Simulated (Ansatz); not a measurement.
# In2S: the cost of one run

Method: DFT PBE, scalar-relativistic, plane waves, PAW, in Ansatz 0.2.0.

### Step 1. The system as given

The structure is tetragonal, space group P-4m2 (No. 115). The conventional cell has a = 3.943 Å, b = 3.943 Å, c = 5.433 Å, α = 90.00°, β = 90.00°, γ = 90.00°. Around In (site symmetry 2mm) lie 2 S at 2.70 Å. S (site symmetry -4m2) is surrounded by 4 In at 2.70 Å.

Coordinates:

```
CELL_PARAMETERS angstrom
3.94313 0.00000 0.00000
0.00000 3.94313 0.00000
0.00000 0.00000 5.43260
ATOMIC_POSITIONS crystal
In 0.50000 0.00000 0.66096
In 0.00000 0.50000 0.33904
S 0.00000 0.00000 0.00000
```

It is the end of an earlier relaxation with the same method, from a database cell with other species swapped in; it is a trial structure. At a tolerance of 0.05 Å it has space group P-4m2 (No. 115); it has 28.16 Å³/atom, an uncorrected energy of -0.28 eV/atom over the elements.

### Step 2. Electronic structure at the relaxed geometry

input.yaml reads:

```yaml
crystal:
  lattice:
    - [3.9431304016, 0.0, 0.0]
    - [0.0, 3.9431304016, 0.0]
    - [0.0, 0.0, 5.4326040988]
  atoms:
    - { symbol: In, position: [0.5, 0.0, 0.6609598516] }
    - { symbol: In, position: [0.0, 0.5, 0.3390401484] }
    - { symbol: S, position: [0.0, 0.0, 0.0] }
basis:
  ecutwfc: 420
kpoints:
  mp_grid: { grid: [12, 12, 10] }
  band_path:
    path:
      - [[0.0, 0.0, 0.0], [0.0, 0.5, 0.0], [0.5, 0.5, 0.0], [0.0, 0.0, 0.0], [0.0, 0.0, 0.5], [0.0, 0.5, 0.5], [0.5, 0.5, 0.5], [0.0, 0.0, 0.5]]
      - [[0.0, 0.5, 0.0], [0.0, 0.5, 0.5]]
      - [[0.5, 0.5, 0.0], [0.5, 0.5, 0.5]]
    npoints: 14
hamiltonian:
  xc: pbe
scf:
  occupations: { method: gaussian, width: 0.1 }
  n_extra_bands: 7
output:
  forces: true
  stress: true
  eigenvalues: true
  populations: true
  dos: { projected: true, de: 0.02, nscf_kmesh: { grid: [15, 15, 12] } }
  bader: true
  write_density: true
  write_potential: true
  elf: true
  volumetric_format: npy
```

Command:

```bash
$ ansatz run input.yaml --threads 1 --pin off --max-ram 2048MiB --backend cpu --events-out ev --progress --plain --runs-dir out
```

Q: Estimate wall time and peak memory on 1 thread of Arm Neoverse N1, shared host.

About 3.2 min, with a peak of 0.58 GiB.
